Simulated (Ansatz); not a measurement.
# ClH3Te: the cost of one run

Program: Ansatz 0.2.0. Level of theory: RKS B3LYP-D4/def2-SVP. These are calculated values, not measurements.

## 1. The system as given

Bond lengths: Cl1–H2 1.324 Å, Te3–H4 1.634 Å, Te3–H5 1.636 Å. Angles: H4–Te3–H5 88.0°.

As a file:

```xyz
5

Cl   -0.0525   -0.2539   -2.6057
H     0.2564    0.0088   -1.3454
Te    0.6165   -0.2495    1.1244
H     0.1354    1.1961    1.7161
H    -0.9558   -0.7016    1.1106
```

## 2. Preparing the start

input.yaml

```yaml
crystal:
  periodic: [false, false, false]
  atoms:
    - { symbol: Cl, position_ang: [-0.0525, -0.2539, -2.6057] }
    - { symbol: H, position_ang: [0.2564, 0.0088, -1.3454] }
    - { symbol: Te, position_ang: [0.6165, -0.2495, 1.1244] }
    - { symbol: H, position_ang: [0.1354, 1.1961, 1.7161] }
    - { symbol: H, position_ang: [-0.9558, -0.7016, 1.1106] }
basis:
  gaussian: { orbitals: def2-SVP }
hamiltonian:
  xc: b3lyp
  dispersion: d4
relax:
  f_tol: 0.02
  max_steps: 40
```

Launch:

```
$ ansatz run input.yaml --threads 1 --pin off --max-ram 2048MiB --backend cpu --events-out ev --progress --plain --runs-dir out
```

Q: Estimate wall time and peak memory on 1 thread of an x86-64 CPU, shared host.

About 85 s, with a peak of 0.13 GiB.
